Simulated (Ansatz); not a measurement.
# Hf5C3: the cost of one run

Method: DFT PBE, scalar-relativistic, plane waves, PAW, unless a step names another level, in Ansatz 0.2.0.

5 further runs of the same task are left out: 4 that didn't finish, 1 set aside as unsound or not needed. Runs told in other sessions of the task aren't counted.

### Step 1. Starting point

It takes space group Immm (No. 71, orthorhombic). Conventional cell: a = 3.627 Å, b = 5.982 Å, c = 11.925 Å, α = 90.00°, β = 90.00°, γ = 90.00°. Hf (site symmetry m) is surrounded by 4 C at 2.30 to 2.42 Å. Hf (site symmetry mmm) is surrounded by 2 C at 2.31 Å. C (site symmetry mm2) is surrounded by 7 Hf at 2.31 to 2.42 Å. C (site symmetry mmm) has 4 Hf at 2.30 Å in its first shell of neighbours.

Coordinates:

```xyz
8
Lattice="-1.8137 2.9910 5.9627 1.8137 -2.9910 5.9627 1.8137 2.9910 -5.9627" Properties=species:S:1:pos:R:3 pbc="T T T"
Hf    0.0000    1.5085    4.1992
Hf    1.8137    1.4825   -1.7635
Hf    1.8137    1.4825    1.7635
Hf    0.0000    1.5085    7.7262
Hf    0.0000    2.9910    0.0000
C     1.8137    0.0000    3.6517
C     0.0000    2.9910    2.3110
C     1.8137    0.0000    0.0000
```

It came out lowest among 21 distinct ends of the trial cells. At a tolerance of 0.05 Å it has space group Immm (No. 71).

### Step 2. Static run: bands, density of states and charges

input.yaml reads:

```yaml
crystal:
  lattice:
    - [-1.81371926, 2.9909723823, 5.9626798238]
    - [1.81371926, -2.9909723823, 5.9626798238]
    - [1.81371926, 2.9909723823, -5.9626798238]
  atoms:
    - { symbol: Hf, position: [0.604290376, 0.3521197437, 0.2521706323] }
    - { symbol: Hf, position: [0.0999491114, 0.3521197437, 0.7478293677] }
    - { symbol: Hf, position: [0.395709624, 0.6478802563, 0.7478293677] }
    - { symbol: Hf, position: [0.9000508886, 0.6478802563, 0.2521706323] }
    - { symbol: Hf, position: [0.5, 0.0, 0.5] }
    - { symbol: C, position: [0.3062091445, 0.8062091445, 0.5] }
    - { symbol: C, position: [0.6937908555, 0.1937908555, 0.5] }
    - { symbol: C, position: [0.0, 0.5, 0.5] }
basis:
  ecutwfc: 420
kpoints:
  mp_grid: { grid: [10, 10, 10] }
  band_path:
    path:
      - [[0.0, 0.0, 0.0], [0.5, 0.5, -0.5], [0.27313115, 0.72686885, -0.27313115]]
      - [[-0.27313115, 0.27313115, 0.27313115], [0.0, 0.0, 0.0], [0.31290452, -0.31290452, 0.31290452]]
      - [[0.68709548, 0.31290452, -0.31290452], [0.5, 0.5, -0.5]]
      - [[0.0, 0.0, 0.0], [0.0, 0.5, 0.0], [0.25, 0.25, 0.25], [0.5, 0.0, 0.0], [0.0, 0.0, 0.0], [0.0, 0.0, 0.5], [0.25, 0.25, 0.25]]
    npoints: 14
hamiltonian:
  xc: pbe
scf:
  occupations: { method: gaussian, width: 0.1 }
  n_extra_bands: 20
output:
  forces: true
  stress: true
  eigenvalues: true
  populations: true
  dos: { projected: true, de: 0.02, nscf_kmesh: { grid: [12, 12, 12] } }
  bader: true
```

The run is started by

```console
$ ansatz run input.yaml --threads 1 --pin off --max-ram 2560MiB --backend cpu --events-out ev --progress --plain --runs-dir out
```

**Question.** How long does this run take on 1 thread of Intel Xeon 6975P-C (Granite Rapids), shared host, and how much memory does it need?

About 6.1 min, with a peak of 2.1 GiB.
